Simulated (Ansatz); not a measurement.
# Ca: the cost of one run

Program: Ansatz 0.2.0. Level of theory: DFT PBEsol, scalar-relativistic, plane waves, PAW. These are calculated values, not measurements.

The COD cell was measured well above room temperature, so it is larger than a cold one.

## Step 1: The system as given

Symmetry: Im-3m, No. 229, cubic system. The conventional cell has a = 4.480 Å, b = 4.480 Å, c = 4.480 Å, α = 90.00°, β = 90.00°, γ = 90.00°. Ca (site symmetry m-3m) is surrounded by 8 Ca at 3.88 Å.

As a file:

```
Ca
1.0
    -2.24000    2.24000    2.24000
     2.24000   -2.24000    2.24000
     2.24000    2.24000   -2.24000
Ca
1
Direct
  0.00000 0.00000 0.00000
```

No relaxation comes first: the listed cell is the starting point.

## Step 2: The reference cell

Reference values: F = -1793.7018 eV; pressure -1.55 GPa; largest force 0.000 eV/Å; gap on the mesh none (metal). It was computed beforehand with the settings of the runs below.

## Step 3: The scan: energy and stress against strain

The cell is strained by ε times the Voigt pattern (1, -1, 0, 0, 0, 0) (xx, yy, zz, yz, xz, xy; engineering shear), with fractional coordinates fixed (clamped ions). The stress on the pattern is the sum of the stress components weighted by it, tension positive.

## Step 4: At ε = -0.1500

input.yaml

```yaml
crystal:
  lattice:
    - [-1.904, 2.576, 2.24]
    - [1.904, -2.576, 2.24]
    - [1.904, 2.576, -2.24]
  atoms:
    - { symbol: Ca, position: [0.0, 0.0, 0.0] }
basis:
  ecutwfc: 420
kpoints:
  mp_grid: { grid: [16, 16, 16] }
hamiltonian:
  xc: pbesol
scf:
  occupations: { method: gaussian, width: 0.15 }
output:
  forces: true
  stress: true
  eigenvalues: true
  write_density: true
  write_potential: true
  elf: true
  volumetric_format: npy
```

Command:

```bash
$ ansatz run input.yaml --threads 1 --pin off --max-ram 2560MiB --backend cpu --events-out ev --progress --plain --runs-dir out
```

**Question.** How long does this run take on 1 thread of Arm Neoverse V1, shared host, and how much memory does it need?

About 20 s, with a peak of 0.48 GiB.
